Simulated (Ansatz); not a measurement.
**CHBBrFO: one species, many methods**

An exercise on one series of results from a longer session: the logs are not shown, and one member is left open.

Program: Ansatz 0.2.0, Gaussian basis. Level of theory: functionals in def2-TZVPP, the program's frozen cores in correlated methods. These are calculated values, not measurements.

Levels to be run: LDA (SPW92), PBE-D4, revPBE-D4, BLYP-D4, r2SCAN-D4, B97M-V, PBE0-D4, B3LYP-D4, r2SCANh-D4, r2SCAN0-D4, HSE06-D4, BHLYP-D4, CAM-B3LYP-D4, LC-ωPBE, ωB97X-V, ωB97M-V, B2PLYP, PBE-QIDH; CCSD(T)/def2-SVP; CCSD(T)/def2-TZVPP; MP2/def2-QZVPP; extrapolation to the limit; RPA on PBE.

### Structure used throughout

All runs share one geometry, relaxed beforehand with PBE0-D4 in a triple-zeta def2 set.

SMILES `FC1(Br)BO1`, 6 atoms, charge 0, spin multiplicity 1.

Atoms are counted from 1 here; the program's logs count them from 0.

Bond lengths: F1–C2 1.337 Å, C2–Br3 1.908 Å, C2–B4 1.504 Å, C2–O5 1.433 Å, B4–O5 1.346 Å, B4–H6 1.180 Å. Angles: F1–C2–Br3 110.1°, F1–C2–B4 123.6°, F1–C2–O5 112.5°, Br3–C2–B4 125.3°, Br3–C2–O5 114.6°, B4–C2–O5 54.5°, C2–B4–O5 60.1°, C2–B4–H6 161.8°, O5–B4–H6 138.1°, C2–O5–B4 65.4°.

Geometry (Å):

```xyz
6
charge 0, multiplicity 1
F     1.6496   -0.2848    0.4824
C     0.3532   -0.3731    0.1691
Br   -0.2749   -2.1508    0.4643
B    -0.4051    0.7087   -0.5496
O    -0.4332    0.6490    0.7950
H    -0.8474    1.3871   -1.4074
```

Set-up of the first run:

File in.yaml:

```yaml
crystal:
  periodic: [false, false, false]
  atoms:
    - {symbol: F, position_ang: [1.649648, -0.284792, 0.482448]}
    - {symbol: C, position_ang: [0.353154, -0.373067, 0.169070]}
    - {symbol: Br, position_ang: [-0.274949, -2.150803, 0.464286]}
    - {symbol: B, position_ang: [-0.405137, 0.708652, -0.549555]}
    - {symbol: O, position_ang: [-0.433220, 0.648981, 0.794967]}
    - {symbol: H, position_ang: [-0.847396, 1.387130, -1.407416]}
basis:
  gaussian: {orbitals: def2-TZVPP}
hamiltonian: {xc: lda}
output: {orbitals: {seedname: orbitals}}
```

On the command line:

```console
$ ansatz run in.yaml --threads 2 --pin off --events-out ev --progress --plain --max-ram 4352MiB
```

Among the steps run: LDA; PBE-D4 (GGA); revPBE-D4 (GGA); BLYP-D4 (GGA); r2SCAN-D4 (meta-GGA); B97M-V (meta-GGA); PBE0-D4 (hybrid); B3LYP-D4 (hybrid); r2SCANh-D4 (hybrid); r2SCAN0-D4 (hybrid); HSE06-D4 (hybrid); BHLYP-D4 (hybrid); CAM-B3LYP-D4 (range-separated); LC-ωPBE (range-separated); ωB97X-V (range-separated); ωB97M-V (range-separated); B2PLYP (double hybrid); PBE-QIDH (double hybrid).

One of the session's tables, all rows but one given; the rest of the session is left out.

It belongs to the step «Orbital energies across the functionals». 

| functional | HOMO (eV) | LUMO (eV) | gap (eV) |
| --- | --- | --- | --- |
| LDA (SPW92) | -7.03 | -2.80 | 4.23 |
| PBE-D4 | -6.84 | -2.49 | 4.35 |
| revPBE-D4 | -6.77 | -2.37 | 4.40 |
| BLYP-D4 | -6.73 | -2.36 | 4.37 |
| r2SCAN-D4 | -7.12 | -2.18 | 4.94 |
| B97M-V | -7.19 | -2.17 | 5.02 |
| PBE0-D4 | -8.17 | -1.48 | 6.69 |
| B3LYP-D4 | -7.95 | -1.72 | 6.22 |
| r2SCANh-D4 | -7.61 | -1.82 | 5.79 |
| r2SCAN0-D4 | -8.35 | -1.29 | 7.06 |
| HSE06-D4 | -7.77 | -1.86 | 5.90 |
| BHLYP-D4 | -9.38 | -0.44 | 8.95 |
| CAM-B3LYP-D4 | -9.56 | -0.35 | 9.20 |
| LC-ωPBE | -10.90 | 0.91 | 11.82 |
| ωB97X-V | -10.53 | 0.80 | 11.33 |
| ωB97M-V | ? | ? | ? |

**Question.** Estimate the row for ωB97M-V.

**Answer.** HOMO (eV): -10.40; LUMO (eV): 0.57; gap (eV): 10.98. In the column «HOMO (eV)» it lies between ωB97X-V (-10.53) and CAM-B3LYP-D4 (-9.56).
